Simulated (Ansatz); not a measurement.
# CH₇AlSi₂: basis-set convergence

One table from this session's results is given with a row withheld; the runs are named, their logs left out.

Computed with Ansatz 0.2.0, Gaussian basis. Level: one geometry, several basis sets.

Levels to be run: PBE0-D4/def2-SVP; ωB97M-V/def2-SVP; PBE0-D4/def2-QZVPP; ωB97M-V/def2-QZVPP; the functionals' def2-TZVPP values are taken from earlier runs.

## The relaxed structure

All runs share one geometry, relaxed beforehand with PBE0-D4 in a triple-zeta def2 set.

SMILES `C[SiH]1[AlH][SiH2]1`, 11 atoms, charge 0, spin multiplicity 1.

Atoms are counted from 1 here; the program's logs count them from 0.

Bond lengths: C1–Si2 1.879 Å, C1–H5 1.092 Å, C1–H6 1.092 Å, C1–H7 1.091 Å, Si2–Al3 2.398 Å, Si2–Si4 2.328 Å, Si2–H8 1.506 Å, Al3–Si4 2.417 Å, Al3–H9 1.588 Å, Si4–H10 1.500 Å, Si4–H11 1.491 Å. Angles: Si2–C1–H5 110.4°, Si2–C1–H6 110.4°, Si2–C1–H7 110.3°, H5–C1–H6 108.7°, H5–C1–H7 108.5°, H6–C1–H7 108.5°, C1–Si2–Al3 145.3°, C1–Si2–Si4 131.3°, C1–Si2–H8 111.3°, Al3–Si2–Si4 61.5°, Al3–Si2–H8 93.3°, Si4–Si2–H8 101.6°, Si2–Al3–Si4 57.8°, Si2–Al3–H9 152.4°, Si4–Al3–H9 149.7°, Si2–Si4–Al3 60.7°, Si2–Si4–H10 107.4°, Si2–Si4–H11 128.9° and more.

Set-up of the first run:

File in.yaml:

```yaml
crystal:
  periodic: [false, false, false]
  atoms:
    - {symbol: C, position_ang: [-1.474655, 1.409800, -0.346542]}
    - {symbol: Si, position_ang: [-0.404687, 0.016569, 0.318939]}
    - {symbol: Al, position_ang: [1.635561, -0.534160, 1.452418]}
    - {symbol: Si, position_ang: [1.108980, -1.397728, -0.742395]}
    - {symbol: H, position_ang: [-2.274211, 1.008834, -0.973257]}
    - {symbol: H, position_ang: [-1.923365, 1.972095, 0.475224]}
    - {symbol: H, position_ang: [-0.873354, 2.094311, -0.946828]}
    - {symbol: H, position_ang: [-1.217880, -0.961038, 1.125746]}
    - {symbol: H, position_ang: [2.619043, -0.458662, 2.696900]}
    - {symbol: H, position_ang: [2.024656, -0.538511, -1.562717]}
    - {symbol: H, position_ang: [0.845313, -2.668612, -1.476787]}
basis:
  gaussian: {orbitals: def2-SVP}
hamiltonian: {xc: pbe0, dispersion: d4}
output: {orbitals: {seedname: orbitals}}
```

Run with:

```bash
$ ansatz run in.yaml --threads 2 --pin off --events-out ev --progress --plain --max-ram 4352MiB
```

Steps of the session up to this table: PBE0-D4 in def2-SVP; ωB97M-V in def2-SVP; PBE0-D4 in def2-QZVPP; ωB97M-V in def2-QZVPP.

One of the session's tables, all rows but one given; the rest of the session is left out.

It belongs to the step «Density functionals: the series». 

```
functional       basis  HOMO (eV)  LUMO (eV)
   PBE0-D4    def2-SVP      -6.10      -2.09
   PBE0-D4  def2-TZVPP      -6.07      -2.10
   PBE0-D4  def2-QZVPP      -6.07      -2.11
   ωB97M-V    def2-SVP      -7.91      -0.34
   ωB97M-V  def2-TZVPP          ?          ?
   ωB97M-V  def2-QZVPP      -7.93      -0.47
```

Q: Estimate the row for ωB97M-V, def2-TZVPP from the others.

The run gave: HOMO (eV): -7.92; LUMO (eV): -0.40. In the column «HOMO (eV)» it lies between ωB97M-V, def2-QZVPP (-7.93) and ωB97M-V, def2-SVP (-7.91).
